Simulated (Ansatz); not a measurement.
# C2H5FGeO2Si: one species, many methods

An exercise on one series of results from a longer session: the logs are not shown, and one member is left open.

The runs use Ansatz 0.2.0, Gaussian basis; functionals in def2-TZVPP, the program's frozen cores in correlated methods.

Levels to be run: PBE-D4, r2SCAN-D4, PBE0-D4, B3LYP-D4, ωB97X-V, ωB97M-V, B2PLYP; CCSD(T)/def2-TZVPP; MP2/def2-QZVPP; extrapolation to the limit.

## The geometry

The geometry comes from an earlier relaxation with PBE0-D4 in a triple-zeta def2 set; it is a stationary point, not always the lowest conformer.

SMILES `[OH][GeH2][C]#C[SiH](O)F`, 12 atoms, charge 0, spin multiplicity 1.

Atoms are counted from 1 here; the program's logs count them from 0.

Bond lengths: O1–Ge2 1.775 Å, O1–H8 0.960 Å, Ge2–C3 1.911 Å, Ge2–H9 1.536 Å, Ge2–H10 1.527 Å, C3–C4 1.214 Å, C4–Si5 1.821 Å, Si5–O6 1.625 Å, Si5–F7 1.591 Å, Si5–H11 1.470 Å, O6–H12 0.959 Å. Angles: Ge2–O1–H8 112.8°, O1–Ge2–C3 108.9°, O1–Ge2–H9 111.0°, O1–Ge2–H10 105.1°, C3–Ge2–H9 107.9°, C3–Ge2–H10 110.3°, H9–Ge2–H10 113.6°, Ge2–C3–C4 179.4°, C3–C4–Si5 178.5°, C4–Si5–O6 110.8°, C4–Si5–F7 106.6°, C4–Si5–H11 112.8°, O6–Si5–F7 111.1°, O6–Si5–H11 107.3°, F7–Si5–H11 108.3°, Si5–O6–H12 118.8°.

The first run:

Contents of in.yaml:

```yaml
crystal:
  periodic: [false, false, false]
  atoms:
    - {symbol: O, position_ang: [3.163970, 0.656108, -0.738998]}
    - {symbol: Ge, position_ang: [1.747215, 0.338376, -1.759188]}
    - {symbol: C, position_ang: [0.224174, 0.072674, -0.636363]}
    - {symbol: C, position_ang: [-0.744721, -0.084081, 0.078007]}
    - {symbol: Si, position_ang: [-2.176887, -0.295356, 1.183445]}
    - {symbol: O, position_ang: [-1.702753, -0.803258, 2.651949]}
    - {symbol: F, position_ang: [-3.133665, -1.361144, 0.490575]}
    - {symbol: H, position_ang: [3.043777, 1.413968, -0.162124]}
    - {symbol: H, position_ang: [1.452525, 1.532009, -2.679633]}
    - {symbol: H, position_ang: [2.079260, -0.946973, -2.513670]}
    - {symbol: H, position_ang: [-2.935631, 0.948445, 1.375348]}
    - {symbol: H, position_ang: [-1.017256, -1.470737, 2.710643]}
basis:
  gaussian: {orbitals: def2-TZVPP}
hamiltonian: {xc: pbe, dispersion: d4}
output: {forces: true, orbitals: {seedname: orbitals}}
```

The run is started by

```console
$ ansatz run in.yaml --threads 2 --pin off --events-out ev --progress --plain --max-ram 22528MiB --backend cuda --devices 0, --max-vram 18GiB
```

Steps of the session up to this table: PBE-D4 (GGA); r2SCAN-D4 (meta-GGA); PBE0-D4 (hybrid); B3LYP-D4 (hybrid); ωB97X-V (range-separated); ωB97M-V (range-separated); B2PLYP (double hybrid); CCSD(T) in def2-TZVPP; MP2 in def2-QZVPP.

One table of the session follows, with a row left open; its other results are not shown here.

| method | atomisation energy (kJ/mol) |
| --- | --- |
| PBE-D4 | 4826.2 |
| r2SCAN-D4 | 4759.0 |
| PBE0-D4 | 4708.4 |
| B3LYP-D4 | 4714.1 |
| ωB97X-V | ? |
| ωB97M-V | 4747.9 |
| B2PLYP | 4705.1 |
| HF/def2-TZVPP | 3376.2 |
| MP2/def2-TZVPP | 4797.6 |
| CCSD/def2-TZVPP | 4558.1 |
| CCSD(T)/def2-TZVPP | 4647.0 |
| MP2/CBS | 4929.6 |
| CCSD(T)/CBS | 4778.9 |

**Question.** Estimate the row for ωB97X-V.

As computed: atomisation energy (kJ/mol): 4755.6. In the column «atomisation energy (kJ/mol)» it lies between ωB97M-V (4747.9) and r2SCAN-D4 (4759.0).
